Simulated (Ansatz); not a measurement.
# LuSe: structure and electronic properties

One table from this session's results is given with a row withheld; the runs are named, their logs left out.

Method: DFT r2SCAN, scalar-relativistic, plane waves, PAW, in Ansatz 0.2.0.

## The system as given

It takes space group Fm-3m (No. 225, cubic). Conventional cell: a = 5.576 Å, b = 5.576 Å, c = 5.576 Å, α = 90.00°, β = 90.00°, γ = 90.00°. Lu (site symmetry m-3m) is surrounded by 6 Se at 2.79 Å. Around Se (site symmetry m-3m) lie 6 Lu at 2.79 Å.

Coordinates:

```
CELL_PARAMETERS angstrom
0.00000 2.78800 2.78800
2.78800 0.00000 2.78800
2.78800 2.78800 0.00000
ATOMIC_POSITIONS crystal
Lu 0.00000 0.00000 0.00000
Se 0.50000 0.50000 0.50000
```

The structure comes from the Crystallography Open Database.

Set-up of the first run:

(A quick probe on a coarse mesh, which set the mesh and smearing, is not shown.)

File input.yaml:

```yaml
crystal:
  lattice:
    - [0.0, 2.788, 2.788]
    - [2.788, 0.0, 2.788]
    - [2.788, 2.788, 0.0]
  atoms:
    - { symbol: Lu, position: [0.0, 0.0, 0.0] }
    - { symbol: Se, position: [0.5, 0.5, 0.5] }
basis:
  ecutwfc: 500
kpoints:
  mp_grid: { grid: [14, 14, 14] }
hamiltonian:
  xc: r2scan
scf:
  occupations: { method: gaussian, width: 0.1 }
output:
  forces: true
  stress: true
  eigenvalues: true
relax:
  adjacent_minimum: "off"
  f_tol: 0.005
  max_steps: 80
  cell: { stress_tol: 0.05 }
```

Command:

```sh
> ansatz run input.yaml --threads 1 --pin off --max-ram 2560MiB --backend cpu --events-out ev --progress --plain --runs-dir out
```

Among the steps run: Relaxing cell and atoms; Electronic structure at the relaxed geometry; Volume × 0.97; The cell scaled to 1.03 of its volume; Volume × 0.94; Volume × 1.06.

One of the session's tables, all rows but one given; the rest of the session is left out.

It belongs to the step «Equation of state». 

```
volume (Å³/atom)  energy above the lowest point (meV/atom)  pressure (GPa)
          20.707                                      25.5            6.54
          21.368                                       6.0            3.01
          22.029                                       0.0            0.00
          22.690                                         ?               ?
          23.351                                      20.8           -4.75
```

Estimate the missing values for volume (Å³/atom) = 22.690.

Worked estimate for «energy above the lowest point (meV/atom)». A straight line through the neighbours (22.029, 0.0) and (23.351, 20.8) gives 0.0 + (20.8 − 0.0) × (22.690 − 22.029) / (23.351 − 22.029) = 10.4; a parabola fitted to 3 rows on both sides gives 4.9.

The run gave: energy above the lowest point (meV/atom): 5.5; pressure (GPa): -2.57. In «energy above the lowest point (meV/atom)» the line misses by +4.9 and the parabola by -0.6.

Limits of these values: The final runs have no spin polarisation, so no magnetic state was tried and one may lie lower.
